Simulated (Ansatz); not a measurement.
# InRuC4N4: what a guessed cell relaxes into

The task: take a trial cell of InRuC4N4 to zero force and stress, then test the end with a random kick.

Computed with Ansatz 0.2.0 (DFT PBE, scalar-relativistic, plane waves, PAW, unless a step's input says otherwise).

## Step 1: The structure to begin with

Symmetry: P-43m, No. 215, cubic system. The conventional cell has a = 5.954 Å, b = 5.954 Å, c = 5.954 Å, α = 90.00°, β = 90.00°, γ = 90.00°. Around In (site symmetry -43m) lie 4 C at 2.00 Å. Around Ru (site symmetry -43m) lie 4 N at 1.98 Å. Around C (site symmetry 3m) lie 1 N at 1.17 Å. N (site symmetry 3m) is surrounded by 1 C at 1.17 Å.

Structure file:

```
In Ru C N
1.0
     5.95364    0.00000    0.00000
     0.00000    5.95364    0.00000
     0.00000    0.00000    5.95364
In Ru C N
1 1 4 4
Direct
  0.00000 0.00000 0.00000
  0.50000 0.50000 0.50000
  0.19405 0.19405 0.19405
  0.19405 0.80595 0.80595
  0.80595 0.19405 0.80595
  0.80595 0.80595 0.19405
  0.30751 0.30751 0.30751
  0.30751 0.69249 0.69249
  0.69249 0.30751 0.69249
  0.69249 0.69249 0.30751
```

The cell is invented: two interpenetrating cyanide-bridged diamond nets (P-43m, No. 215). Lengths come from tabulated atomic sizes and are only a guess.

## Step 2: A first look at the guess

Input file input.yaml:

```yaml
crystal:
  lattice:
    - [5.95363598, 0.0, 0.0]
    - [0.0, 5.95363598, 0.0]
    - [0.0, 0.0, 5.95363598]
  atoms:
    - { symbol: In, position: [0.0, 0.0, 0.0] }
    - { symbol: Ru, position: [0.5, 0.5, 0.5], spin: 1.0 }
    - { symbol: C, position: [0.19404577, 0.19404577, 0.19404577] }
    - { symbol: C, position: [0.19404577, 0.80595423, 0.80595423] }
    - { symbol: C, position: [0.80595423, 0.19404577, 0.80595423] }
    - { symbol: C, position: [0.80595423, 0.80595423, 0.19404577] }
    - { symbol: "N", position: [0.30750582, 0.30750582, 0.30750582] }
    - { symbol: "N", position: [0.30750582, 0.69249418, 0.69249418] }
    - { symbol: "N", position: [0.69249418, 0.30750582, 0.69249418] }
    - { symbol: "N", position: [0.69249418, 0.69249418, 0.30750582] }
basis:
  ecutwfc: 420
kpoints:
  mp_grid: { grid: [4, 4, 4] }
hamiltonian:
  xc: pbe
scf:
  occupations: { method: gaussian, width: 0.1 }
  lower_state_search: "off"
output:
  forces: true
  stress: true
  eigenvalues: true
  populations: true
magnetization:
  spin_polarized: true
```

On the command line:

```
$ ansatz run input.yaml --threads 1 --pin off --max-ram 2560MiB --backend cpu --events-out ev --progress --plain --runs-dir out
```

The session goes on with these runs: coarse relaxation; full relaxation; kick test: the unmoved cell on a coarse mesh; kicked and relaxed without symmetry.

Q: Predict the outcome of this session. Wanted: conventional cell; volume; energy over the elements; gap on the mesh; total moment.

**Answer**, as computed:

| quantity | value |
| --- | --- |
| symmetry at the end (tolerance 0.02 Å) | space group P-43m (No. 215) |
| conventional cell | a = 6.201 Å, b = 6.201 Å, c = 6.201 Å, α = 90.00°, β = 90.00°, γ = 90.00° |
| volume | 23.84 Å³/atom |
| energy over the elements (uncorrected; H, N, O, F and Cl as molecules) | +0.68 eV/atom |
| gap on the mesh | 0.95 eV |
| total moment | 3.00 μB/cell |

What this shows: The space group P-43m (No. 215) is kept, and the volume per atom grows by 13.0 % from the first guess. With a positive formation energy it can't be a ground state. The kick test gives no clear verdict at this accuracy. Other magnetic orders were not searched.

Spin-orbit coupling is left out, though the cell holds In; it can move the gap.
